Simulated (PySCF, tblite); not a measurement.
**C6H12FN: a rotation path, then NMR shifts on frames**

Aim: move C6H12FN (`[H]/N=C(\C)C(C)(C)CF`) away from its starting geometry and see how NMR shifts follow the geometry.

Computed with tblite 0.8.0 and PySCF 2.14.0, with density-fitted response routines of our own, on a single molecule in the gas phase. Atoms count from 0, in the outputs and in this text.

## Step 1: Starting geometry

20 atoms, charge 0, multiplicity 1; geometry from: GFN2-xTB.

Bonds of the start (Å): C0–C1 1.50, C1–N2 1.26, C1–C3 1.52, C3–C4 1.54, C3–C5 1.53, C3–C6 1.53, C6–F7 1.38, C0–H8 1.09, C0–H9 1.09, C0–H10 1.09, N2–H11 1.02, C4–H12 1.09, C4–H13 1.09, C4–H14 1.09, C5–H15 1.09, C5–H16 1.09, C5–H17 1.09, C6–H18 1.09, C6–H19 1.09.

## Step 2: A band between two rotamers with GFN2-xTB

What the job is given:

```
{"job": {"kind": "neb", "xc": "GFN2-xTB", "basis": "xTB", "atoms": [0, 1, 3, 6], "turn": 120}, "charge": 0, "multiplicity": 1}
C      1.951806     0.825463    -0.079293
C      0.905517    -0.096066    -0.642607
N      1.061006    -0.832552    -1.651625
C     -0.435031    -0.136303     0.065758
C     -0.277988    -0.869261     1.405769
C     -0.982558     1.275799     0.298671
C     -1.422871    -0.918480    -0.810261
F     -2.657477    -0.984681    -0.207959
H      1.693023     1.856981    -0.313263
H      2.924295     0.607260    -0.517976
H      2.021377     0.729757     1.001009
H      1.981725    -0.781537    -2.084144
H      0.324732    -0.291298     2.101555
H     -1.258832    -1.024412     1.848723
H      0.192889    -1.838168     1.253667
H     -1.016946     1.830845    -0.636705
H     -0.372222     1.821878     1.012502
H     -1.993060     1.207515     0.694632
H     -1.082142    -1.943863    -0.964861
H     -1.562391    -0.428199    -1.776628
```

Level: GFN2-xTB climbing-image nudged elastic band, gas phase.

The run is started by

```bash
$ OMP_NUM_THREADS=1 python probes_run.py task.json out
```

This one command runs all jobs of the session in turn.

The log of the run:

```text
image   E - E0 / eV
  0      -0.0000
  1       0.0082
  2       0.0192
  3       0.0309
  4       0.0430
  5       0.0540
  6       0.0614
  7       0.0624
  8       0.0563
```

It took 5.2 s on 1 thread of Arm Neoverse N1, shared host; peak memory 0.18 GiB.

The final band, with the dihedral C0–C1–C3–C6:

```tsv
image	dihedral (°)	energy (eV)	energy (kcal/mol)
0	169	0.000	0.0
1	182	0.008	0.2
2	194	0.019	0.4
3	206	0.031	0.7
4	218	0.043	1.0
5	231	0.054	1.2
6	244	0.061	1.4
7	258	0.062	1.4
8	271	0.056	1.3
```

## Step 3: Nuclear shieldings: image 0, PBE0/pcSseg-1

What the job is given:

```
{"job": {"kind": "nmr", "xc": "PBE0", "basis": "pcSseg-1", "pop": false}, "charge": 0, "multiplicity": 1}
C      1.951800     0.825500    -0.079300
C      0.905500    -0.096100    -0.642600
N      1.061000    -0.832600    -1.651600
C     -0.435000    -0.136300     0.065800
C     -0.278000    -0.869300     1.405800
C     -0.982600     1.275800     0.298700
C     -1.422900    -0.918500    -0.810300
F     -2.657500    -0.984700    -0.208000
H      1.693000     1.857000    -0.313300
H      2.924300     0.607300    -0.518000
H      2.021400     0.729800     1.001000
H      1.981700    -0.781500    -2.084100
H      0.324700    -0.291300     2.101600
H     -1.258800    -1.024400     1.848700
H      0.192900    -1.838200     1.253700
H     -1.016900     1.830800    -0.636700
H     -0.372200     1.821900     1.012500
H     -1.993100     1.207500     0.694600
H     -1.082100    -1.943900    -0.964900
H     -1.562400    -0.428200    -1.776600
```

Level: GIAO PBE0/pcSseg-1 NMR shielding, non-relativistic, gas phase.

The log of the run:

```text
coarse grid: 16104 points
cycle   1  E = -389.8204262582  dE =  8.202e-01  |g| = 6.246e-01  |ddm| = 3.834e+00
cycle   2  E = -389.7684921676  dE =  5.193e-02  |g| = 8.425e-01  |ddm| = 1.481e+00
cycle   3  E = -389.8984338123  dE = -1.299e-01  |g| = 1.344e-01  |ddm| = 9.108e-01
cycle   4  E = -389.9021108367  dE = -3.677e-03  |g| = 4.962e-02  |ddm| = 1.461e-01
cycle   5  E = -389.9026316751  dE = -5.208e-04  |g| = 1.354e-02  |ddm| = 6.118e-02
cycle   6  E = -389.9026627378  dE = -3.106e-05  |g| = 3.848e-03  |ddm| = 1.607e-02
cycle   7  E = -389.9026653989  dE = -2.661e-06  |g| = 6.582e-04  |ddm| = 3.483e-03
final grid: 154312 points
cycle   8  E = -389.9568793746  dE = -8.224e-05  |g| = 1.033e-02  |ddm| = 5.374e-02
cycle   9  E = -389.9568707790  dE =  8.596e-06  |g| = 1.227e-02  |ddm| = 2.197e-02
cycle  10  E = -389.9569056718  dE = -3.489e-05  |g| = 1.349e-03  |ddm| = 1.182e-02
cycle  11  E = -389.9569059495  dE = -2.777e-07  |g| = 3.143e-04  |ddm| = 1.385e-03
cycle  12  E = -389.9569059646  dE = -1.514e-08  |g| = 6.666e-05  |ddm| = 2.726e-04
cycle  13  E = -389.9569059654  dE = -8.043e-10  |g| = 2.742e-05  |ddm| = 8.372e-05
converged SCF energy = -389.9569059654

GIAO shielding tensors (ppm)
atom      isotropic    diamagn.    paramagn.     s11        s22        s33       span
  0 C      159.987     251.059     -91.072    135.979    156.283    187.698     51.719
  1 C       -1.750     253.865    -255.615   -108.544    -22.305    125.599    234.143
  2 N      -74.447     321.060    -395.507   -377.997    -50.922    205.579    583.577
  3 C      140.860     248.306    -107.446    124.905    136.490    161.184     36.279
  4 C      161.851     247.983     -86.132    138.122    158.485    188.946     50.823
  5 C      164.026     248.596     -84.569    146.144    159.590    186.346     40.202
  6 C       94.571     243.127    -148.557     61.967     81.657    140.087     78.120
  7 F      439.449     473.080     -33.630    408.716    447.553    462.079     53.363
  8 H       29.506      30.470      -0.964     25.027     29.523     33.968      8.941
  9 H       30.392      30.408      -0.016     26.958     28.480     35.737      8.779
 10 H       29.403      31.378      -1.974     24.758     30.392     33.059      8.301
 11 H       21.675      32.367     -10.693     14.618     24.783     25.622     11.005
 12 H       30.706      31.687      -0.981     26.745     29.612     35.762      9.017
 13 H       29.957      30.848      -0.891     25.808     28.968     35.095      9.287
 14 H       30.873      31.271      -0.397     27.049     27.786     37.785     10.736
 15 H       30.980      31.685      -0.705     27.365     27.616     37.958     10.593
 16 H       30.760      32.043      -1.283     27.178     29.498     35.604      8.426
 17 H       30.031      30.948      -0.917     25.643     29.319     35.130      9.487
 18 H       26.684      30.806      -4.122     21.367     28.002     30.682      9.315
 19 H       27.140      30.777      -3.637     22.381     28.302     30.737      8.355
```

Run time: 52 s. Hardware: 1 thread of Arm Neoverse N1, shared host; peak memory 0.79 GiB.

The references, computed at this level on geometries of the same kind, shield at (ppm): 1H TMS 31.72, 13C TMS 186.9, 19F CFCl3 170.9, 15N NH3 267.7. Their shielding less the atom's gives the shift. The references are single molecules in the gas phase, so shifts against H2O, NH3, PH3, H3PO4 or CFCl3 are not on the usual liquid scales and can be off by tens of ppm. Each atom is listed at this fixed geometry, with no averaging over motion; a spectrum would average atoms that exchange fast.

```tsv
atoms	environment	σ (ppm)	δ (ppm)
C1	carbon bonded to 2 C, N	-1.8	188.7
C6	carbon bonded to C, F, 2 H	94.6	92.4
C3	carbon bonded to 4 C	140.9	46.1
C0	carbon bonded to C, 3 H	160.0	26.9
C4	carbon bonded to C, 3 H	161.9	25.1
C5	carbon bonded to C, 3 H	164.0	22.9
H11	hydrogen on a nitrogen bonded to C	21.67	10.04
H18	hydrogen on a carbon bonded to C, F	26.68	5.03
H19	hydrogen on a carbon bonded to C, F	27.14	4.58
H10	hydrogen on a carbon bonded to C	29.40	2.31
H8	hydrogen on a carbon bonded to C	29.51	2.21
H13	hydrogen on a carbon bonded to C	29.96	1.76
H17	hydrogen on a carbon bonded to C	30.03	1.69
H9	hydrogen on a carbon bonded to C	30.39	1.33
H12	hydrogen on a carbon bonded to C	30.71	1.01
H16	hydrogen on a carbon bonded to C	30.76	0.96
H14	hydrogen on a carbon bonded to C	30.87	0.84
H15	hydrogen on a carbon bonded to C	30.98	0.74
N2	nitrogen bonded to C, H	-74.4	342.2
F7	fluorine bonded to C	439.4	-268.5
```

## Step 4: NMR shieldings: image 3, PBE0/pcSseg-1

What the job is given:

```
{"job": {"kind": "nmr", "xc": "PBE0", "basis": "pcSseg-1", "pop": false}, "charge": 0, "multiplicity": 1}
C      2.101000     0.416100     0.078900
C      0.869800     0.038500    -0.696800
N      0.842900    -0.155800    -1.941500
C     -0.444400    -0.085500     0.057900
C     -0.258300    -0.612500     1.483100
C     -1.139500     1.284300     0.099900
C     -1.341100    -1.058000    -0.723600
F     -2.557900    -1.206600    -0.101200
H      2.019800     1.450500     0.409000
H      2.986400     0.319300    -0.548800
H      2.226300    -0.212500     0.955600
H      1.737400    -0.039100    -2.414000
H      0.243900     0.117600     2.112600
H     -1.233400    -0.818400     1.918600
H      0.316000    -1.536800     1.479700
H     -1.238900     1.691800    -0.902900
H     -0.584200     1.989700     0.713800
H     -2.133700     1.161500     0.524100
H     -0.886100    -2.051100    -0.776900
H     -1.531200    -0.682500    -1.730400
```

Method: GIAO PBE0/pcSseg-1 NMR shielding, non-relativistic, gas phase.

The log of the run:

```text
coarse grid: 16104 points
cycle   1  E = -389.8175858384  dE =  8.166e-01  |g| = 6.282e-01  |ddm| = 3.833e+00
cycle   2  E = -389.7615097521  dE =  5.608e-02  |g| = 8.565e-01  |ddm| = 1.444e+00
cycle   3  E = -389.8964242629  dE = -1.349e-01  |g| = 1.381e-01  |ddm| = 8.916e-01
cycle   4  E = -389.9003601275  dE = -3.936e-03  |g| = 4.950e-02  |ddm| = 1.484e-01
cycle   5  E = -389.9008757587  dE = -5.156e-04  |g| = 1.370e-02  |ddm| = 5.927e-02
cycle   6  E = -389.9009076772  dE = -3.192e-05  |g| = 3.814e-03  |ddm| = 1.597e-02
cycle   7  E = -389.9009102857  dE = -2.609e-06  |g| = 6.759e-04  |ddm| = 3.449e-03
final grid: 154312 points
cycle   8  E = -389.9552737222  dE = -7.684e-05  |g| = 1.020e-02  |ddm| = 4.593e-02
cycle   9  E = -389.9552649168  dE =  8.805e-06  |g| = 1.224e-02  |ddm| = 2.115e-02
cycle  10  E = -389.9552991579  dE = -3.424e-05  |g| = 1.337e-03  |ddm| = 1.168e-02
cycle  11  E = -389.9552994371  dE = -2.792e-07  |g| = 3.315e-04  |ddm| = 1.353e-03
cycle  12  E = -389.9552994532  dE = -1.611e-08  |g| = 1.222e-04  |ddm| = 3.482e-04
cycle  13  E = -389.9552994561  dE = -2.881e-09  |g| = 5.310e-05  |ddm| = 1.538e-04
cycle  14  E = -389.9552994567  dE = -5.613e-10  |g| = 1.090e-05  |ddm| = 5.457e-05
converged SCF energy = -389.9552994567

GIAO shielding tensors (ppm)
atom      isotropic    diamagn.    paramagn.     s11        s22        s33       span
  0 C      158.975     250.415     -91.440    133.705    155.692    187.528     53.822
  1 C       -2.833     254.255    -257.088   -111.359    -22.465    125.325    236.684
  2 N      -80.084     321.104    -401.188   -393.758    -51.251    204.755    598.513
  3 C      141.151     247.767    -106.616    128.413    134.693    160.348     31.935
  4 C      163.461     248.867     -85.406    149.009    158.200    183.173     34.165
  5 C      160.049     247.340     -87.291    132.779    158.168    189.200     56.420
  6 C       95.085     243.612    -148.526     62.065     81.489    141.702     79.637
  7 F      437.325     473.007     -35.682    411.011    436.400    464.564     53.553
  8 H       29.433      30.495      -1.063     25.489     28.874     33.935      8.446
  9 H       30.363      30.302       0.062     26.864     28.596     35.630      8.765
 10 H       29.368      30.964      -1.596     24.120     31.144     32.841      8.721
 11 H       21.428      32.537     -11.109     13.840     24.765     25.680     11.840
 12 H       30.718      32.111      -1.393     27.654     28.862     35.637      7.983
 13 H       30.036      30.942      -0.906     25.500     29.592     35.015      9.515
 14 H       30.909      31.888      -0.980     27.168     27.905     37.654     10.486
 15 H       30.688      31.151      -0.463     26.738     27.897     37.430     10.692
 16 H       30.696      31.395      -0.699     26.644     29.435     36.009      9.365
 17 H       29.941      30.789      -0.847     26.026     28.755     35.042      9.017
 18 H       27.404      30.811      -3.406     23.014     28.469     30.729      7.715
 19 H       26.416      30.907      -4.490     20.906     27.678     30.666      9.760
```

Run time: 56 s. Hardware: 1 thread of Arm Neoverse N1, shared host; peak memory 0.91 GiB.

Key values: δ C1 189.8, C6 91.8, C3 45.8, C0 27.9, H11 10.29, H19 5.30 ppm.

## Step 5: Shielding tensors: image 7, PBE0/pcSseg-1

What the job is given:

```
{"job": {"kind": "nmr", "xc": "PBE0", "basis": "pcSseg-1", "pop": false}, "charge": 0, "multiplicity": 1}
C      2.136500    -0.184400    -0.024900
C      0.855700     0.273300    -0.663200
N      0.776700     0.829700    -1.790300
C     -0.449300     0.036000     0.085900
C     -0.262500    -0.243500     1.578100
C     -1.377400     1.242800    -0.090900
C     -1.110800    -1.180600    -0.586100
F     -2.310300    -1.476000     0.013400
H      2.350100     0.440500     0.840200
H      2.964700    -0.101200    -0.727800
H      2.064000    -1.216300     0.309800
H      1.665300     0.962800    -2.269300
H      0.164000     0.622900     2.078100
H     -1.233900    -0.449500     2.022500
H      0.377200    -1.103200     1.759100
H     -1.469000     1.484100    -1.144800
H     -0.975900     2.107800     0.430900
H     -2.359300     1.009900     0.313700
H     -0.490900    -2.079800    -0.499900
H     -1.320200    -0.964800    -1.637700
```

Level: GIAO PBE0/pcSseg-1 NMR shielding, non-relativistic, gas phase.

The log of the run:

```text
coarse grid: 16104 points
cycle   1  E = -389.8111305605  dE =  8.258e-01  |g| = 6.428e-01  |ddm| = 3.829e+00
cycle   2  E = -389.7428736022  dE =  6.826e-02  |g| = 9.011e-01  |ddm| = 1.454e+00
cycle   3  E = -389.8940287171  dE = -1.512e-01  |g| = 1.452e-01  |ddm| = 8.990e-01
cycle   4  E = -389.8984670643  dE = -4.438e-03  |g| = 4.957e-02  |ddm| = 1.525e-01
cycle   5  E = -389.8989796280  dE = -5.126e-04  |g| = 1.408e-02  |ddm| = 5.798e-02
cycle   6  E = -389.8990134941  dE = -3.387e-05  |g| = 3.705e-03  |ddm| = 1.489e-02
cycle   7  E = -389.8990159294  dE = -2.435e-06  |g| = 7.037e-04  |ddm| = 3.310e-03
final grid: 154312 points
cycle   8  E = -389.9534945324  dE = -7.512e-05  |g| = 1.007e-02  |ddm| = 5.149e-02
cycle   9  E = -389.9534862469  dE =  8.286e-06  |g| = 1.201e-02  |ddm| = 2.065e-02
cycle  10  E = -389.9535194004  dE = -3.315e-05  |g| = 1.343e-03  |ddm| = 1.126e-02
cycle  11  E = -389.9535196760  dE = -2.755e-07  |g| = 3.050e-04  |ddm| = 1.319e-03
cycle  12  E = -389.9535196898  dE = -1.387e-08  |g| = 8.569e-05  |ddm| = 2.545e-04
cycle  13  E = -389.9535196909  dE = -1.095e-09  |g| = 4.564e-05  |ddm| = 1.090e-04
cycle  14  E = -389.9535196914  dE = -4.417e-10  |g| = 1.166e-05  |ddm| = 4.393e-05
converged SCF energy = -389.9535196914

GIAO shielding tensors (ppm)
atom      isotropic    diamagn.    paramagn.     s11        s22        s33       span
  0 C      156.876     250.120     -93.244    133.733    152.760    184.135     50.402
  1 C       -0.021     255.153    -255.174   -110.767    -16.308    127.013    237.780
  2 N      -92.143     320.910    -413.052   -419.264    -59.867    202.703    621.968
  3 C      139.439     247.571    -108.132    124.007    138.219    156.092     32.085
  4 C      164.337     248.227     -83.890    147.289    161.336    184.385     37.096
  5 C      161.447     246.709     -85.262    141.726    157.538    185.078     43.351
  6 C       93.706     243.842    -150.136     62.156     82.630    136.332     74.176
  7 F      427.538     472.827     -45.290    399.426    422.463    460.724     61.298
  8 H       29.436      30.329      -0.893     25.202     29.351     33.754      8.552
  9 H       30.283      30.180       0.103     26.668     28.602     35.578      8.910
 10 H       29.380      31.088      -1.707     24.755     30.053     33.333      8.578
 11 H       20.927      32.575     -11.648     12.570     24.918     25.294     12.724
 12 H       30.763      31.826      -1.063     27.451     28.423     36.414      8.963
 13 H       30.030      30.867      -0.836     25.809     29.169     35.114      9.305
 14 H       30.528      32.014      -1.486     26.429     28.650     36.505     10.076
 15 H       29.482      31.268      -1.785     24.626     27.653     36.168     11.542
 16 H       31.057      31.170      -0.113     26.742     29.322     37.107     10.365
 17 H       30.384      30.869      -0.484     26.182     29.465     35.507      9.326
 18 H       27.335      30.757      -3.422     22.817     28.748     30.440      7.623
 19 H       27.269      30.828      -3.559     23.019     28.365     30.423      7.404
```

Wall time 56 s (1 thread of Arm Neoverse N1, shared host); peak memory 0.91 GiB.

Key values: δ C1 186.9, C6 93.2, C3 47.5, C0 30.0, H11 10.79, H19 4.45 ppm.

## Step 6: Shielding tensors: image 8, PBE0/pcSseg-1

What the job is given:

```
{"job": {"kind": "nmr", "xc": "PBE0", "basis": "pcSseg-1", "pop": false}, "charge": 0, "multiplicity": 1}
C      2.102000    -0.311400    -0.090700
C      0.856100     0.330400    -0.636400
N      0.809200     1.040000    -1.674200
C     -0.453300     0.068900     0.094200
C     -0.265900    -0.152000     1.596900
C     -1.431400     1.225000    -0.133900
C     -1.037100    -1.204700    -0.542300
F     -2.219400    -1.557600     0.058100
H      2.375900     0.152800     0.855000
H      2.928600    -0.188700    -0.789200
H      1.946500    -1.373500     0.085500
H      1.698900     1.171900    -2.151100
H      0.200500     0.718100     2.052800
H     -1.240200    -0.299000     2.057000
H      0.339500    -1.029900     1.806900
H     -1.498700     1.449500    -1.193500
H     -1.084500     2.115100     0.383900
H     -2.414800     0.957000     0.243900
H     -0.364900    -2.061400    -0.423800
H     -1.252000    -1.040200    -1.602200
```

Method: GIAO PBE0/pcSseg-1 NMR shielding, non-relativistic, gas phase.

The log of the run:

```text
coarse grid: 16104 points
cycle   1  E = -389.8107549643  dE =  8.299e-01  |g| = 6.448e-01  |ddm| = 3.828e+00
cycle   2  E = -389.7412628346  dE =  6.949e-02  |g| = 9.060e-01  |ddm| = 1.500e+00
cycle   3  E = -389.8942661127  dE = -1.530e-01  |g| = 1.454e-01  |ddm| = 9.298e-01
cycle   4  E = -389.8987189496  dE = -4.453e-03  |g| = 4.955e-02  |ddm| = 1.543e-01
cycle   5  E = -389.8992316190  dE = -5.127e-04  |g| = 1.401e-02  |ddm| = 5.932e-02
cycle   6  E = -389.8992651199  dE = -3.350e-05  |g| = 3.676e-03  |ddm| = 1.481e-02
cycle   7  E = -389.8992675150  dE = -2.395e-06  |g| = 6.997e-04  |ddm| = 3.291e-03
final grid: 154312 points
cycle   8  E = -389.9536003715  dE = -8.055e-05  |g| = 1.052e-02  |ddm| = 5.270e-02
cycle   9  E = -389.9535912088  dE =  9.163e-06  |g| = 1.259e-02  |ddm| = 2.175e-02
cycle  10  E = -389.9536273717  dE = -3.616e-05  |g| = 1.371e-03  |ddm| = 1.180e-02
cycle  11  E = -389.9536276635  dE = -2.918e-07  |g| = 3.139e-04  |ddm| = 1.329e-03
cycle  12  E = -389.9536276788  dE = -1.532e-08  |g| = 6.645e-05  |ddm| = 2.794e-04
cycle  13  E = -389.9536276795  dE = -7.482e-10  |g| = 3.538e-05  |ddm| = 9.061e-05
cycle  14  E = -389.9536276798  dE = -2.551e-10  |g| = 9.517e-06  |ddm| = 3.834e-05
converged SCF energy = -389.9536276798

GIAO shielding tensors (ppm)
atom      isotropic    diamagn.    paramagn.     s11        s22        s33       span
  0 C      157.754     250.549     -92.795    134.910    153.402    184.949     50.040
  1 C        1.524     254.784    -253.260   -108.357    -14.796    127.726    236.083
  2 N      -92.362     320.811    -413.173   -415.200    -62.802    200.917    616.117
  3 C      138.671     248.084    -109.413    122.842    137.573    155.597     32.755
  4 C      163.676     248.250     -84.573    146.268    160.915    183.845     37.577
  5 C      163.473     246.354     -82.881    146.653    159.590    184.177     37.524
  6 C       93.499     243.924    -150.425     63.244     83.426    133.826     70.583
  7 F      428.288     472.758     -44.470    397.550    425.274    462.039     64.488
  8 H       29.403      30.367      -0.964     24.936     29.573     33.700      8.764
  9 H       30.301      30.296       0.006     26.669     28.593     35.642      8.973
 10 H       29.489      31.182      -1.694     25.026     29.985     33.455      8.429
 11 H       20.992      32.473     -11.481     12.812     24.915     25.249     12.436
 12 H       30.780      31.797      -1.017     27.425     28.353     36.562      9.137
 13 H       30.057      30.966      -0.909     26.002     28.939     35.230      9.229
 14 H       30.520      31.927      -1.406     26.634     28.618     36.309      9.675
 15 H       29.383      31.192      -1.809     24.295     27.584     36.271     11.975
 16 H       31.104      31.080       0.024     26.730     29.237     37.345     10.615
 17 H       30.480      30.790      -0.310     26.146     29.659     35.635      9.489
 18 H       27.250      30.913      -3.662     22.514     28.828     30.408      7.894
 19 H       27.394      30.807      -3.413     23.243     28.507     30.432      7.188
```

It took 55 s on 1 thread of Arm Neoverse N1, shared host; peak memory 0.91 GiB.

Key values: δ C1 185.4, C6 93.4, C3 48.3, C0 29.2, H11 10.73, H18 4.47 ppm.

## Step 7: Comparing the runs: NMR shifts

Shifts (ppm) of some atoms, chosen among heavy atoms and hydrogens apart, with basis size and wall time:

```tsv
frame	C1	C0	C5	H19	H15	N2	F7	functions	time
image 0	188.7	26.9	22.9	4.58	0.74	342.2	-268.5	196	52 s
image 3	189.8	27.9	26.9	5.30	1.03	347.8	-266.4	196	56 s
image 7	186.9	30.0	25.5	4.45	2.23	359.9	-256.6	196	56 s
image 8	185.4	29.2	23.5	4.32	2.33	360.1	-257.3	196	55 s
```

## Step 8: Outcome

| quantity | value |
| --- | --- |
| barrier | 0.062 eV (1.4 kcal/mol) at image 7 |
| end to end (GFN2-xTB) | 0.056 eV |
| 13C shifts against TMS (PBE0/pcSseg-1, image 0) | 188.7, 92.4, 46.1, 26.9, 25.1, 22.9 ppm |
| 1H shifts against TMS (PBE0/pcSseg-1, image 0) | 10.04, 5.03, 4.58, 2.31, 2.21, 1.76, 1.69, 1.33, 1.01, 0.96, 0.84, 0.74 ppm |
| 15N shifts against NH3 (PBE0/pcSseg-1, image 0) | 342.2 ppm |
| 19F shifts against CFCl3 (PBE0/pcSseg-1, image 0) | -268.5 ppm |
| range of the shift of N2 | 342.2 to 360.1 ppm |

Along the band the dihedral turns by 102°, and the top (dihedral 258°) lies 1.4 kcal/mol above the start (GFN2-xTB, rough), so at room temperature this motion is fast. The top was not checked by a frequency run. Shifts at one fixed geometry are not the observed spectrum, which averages over the motion. In the first frame run (image 0): Shielding is most anisotropic at N2 (span 584 ppm, paramagnetic term -396 ppm). In ppm, N2 moves most: its shift spreads over 17.9 ppm, from 342.2 (image 0) to 360.1 (image 8).
